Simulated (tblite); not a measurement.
# C2H10AlNSe: the cost of one run

Computed with tblite 0.8.0 and PySCF 2.14.0, with density-fitted response routines of our own, on a single molecule in the gas phase. Atoms count from 0, in the outputs and in this text.

## Step 1: Starting geometry

15 atoms, charge 0, multiplicity 1; geometry from: force field or distance geometry start.

Bonds of the start (Å): C0–Se1 1.94, Se1–C2 1.90, C2–Al3 2.00, Al3–N4 1.91, C0–H5 1.11, C0–H6 1.11, C0–H7 1.11, C2–H8 1.12, C2–H9 1.09, Al3–H10 1.59, Al3–H11 1.62, N4–H12 1.04, N4–H13 1.04, N4–H14 1.06.

## Step 2: Geometry optimisation with GFN2-xTB

What the job is given:

```
{"job": {"kind": "relax", "xc": "GFN2-xTB", "basis": "xTB"}, "charge": 0, "multiplicity": 1}
C      3.342300    -0.066900     0.142900
Se     1.485400    -0.147400     0.682400
C      0.240600     0.426400    -0.631500
Al    -1.397400    -0.706200    -0.471700
N     -2.944500     0.375600    -0.179500
H      3.932000     0.042400     1.079000
H      3.696000    -1.012900    -0.325700
H      3.561600     0.758600    -0.563600
H     -0.117400     1.461700    -0.392600
H      0.612200     0.469100    -1.655900
H     -1.578800    -1.733800    -1.665200
H     -1.248800    -1.599500     0.868500
H     -3.565200    -0.090600     0.518000
H     -3.435800     0.520600    -1.086600
H     -2.586800     1.310800     0.154100
```

On the command line:

```sh
$ OMP_NUM_THREADS=1 python probes_run.py task.json out
```

One launch serves the whole session: the jobs run in the order shown.

Q: Estimate the wall time and peak memory of this first job on 1 thread of Arm Neoverse V1, shared host.

About 1.4 s, with a peak of 0.18 GiB.
